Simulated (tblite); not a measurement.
# C4H12P2Si: the cost of one run

Programs: tblite 0.8.0 and PySCF 2.14.0, with density-fitted response routines of our own. Each step states its level of theory. These are calculated values for one molecule in the gas phase, unless marked as measured. Atoms count from 0, in the outputs and in this text.

### Step 1. The starting structure

19 atoms, charge 0, multiplicity 1; geometry from: force field or distance geometry start.

Bonds of the start (Å): P0–Si1 2.19, Si1–P2 2.22, P2–C3 1.88, C3–C4 1.50, C4–C5 1.52, C5–C6 1.52, C6–C3 1.50, P0–H7 1.43, P0–H8 1.43, Si1–H9 1.47, Si1–H10 1.47, P2–H11 1.46, C3–H12 1.09, C4–H13 1.11, C4–H14 1.11, C5–H15 1.11, C5–H16 1.11, C6–H17 1.10, C6–H18 1.12.

### Step 2. Geometry optimisation with GFN2-xTB

Job settings and geometry (Å):

```
{"job": {"kind": "relax", "xc": "GFN2-xTB", "basis": "xTB"}, "charge": 0, "multiplicity": 1}
P      4.217200     0.596900     0.339600
Si     2.237600     0.167100    -0.482600
P      0.698100    -0.172200     1.083100
C     -0.783300    -0.743800     0.073800
C     -1.347300     0.380400    -0.746400
C     -2.691600     0.063400    -0.122000
C     -2.056400    -0.933100     0.839300
H      4.812500    -0.442000     1.116700
H      4.386600     1.920500     0.866300
H      2.260200    -1.077900    -1.255000
H      1.788900     1.266400    -1.349500
H      0.325800     1.155200     1.567800
H     -0.527200    -1.640200    -0.491500
H     -0.953900     1.377000    -0.439200
H     -1.291900     0.240300    -1.843800
H     -3.155300     0.899900     0.447600
H     -3.361300    -0.458000    -0.835900
H     -2.066300    -0.646500     1.900200
H     -2.502300    -1.944100     0.663700
```

Started as:

```bash
$ OMP_NUM_THREADS=1 python probes_run.py task.json out
```

This one command runs all jobs of the session in turn.

Q: Estimate the wall time and peak memory of this first job on 1 thread of Intel Xeon Platinum 8259CL at 2.50GHz, shared host.

About 1.5 s, with a peak of 0.18 GiB.
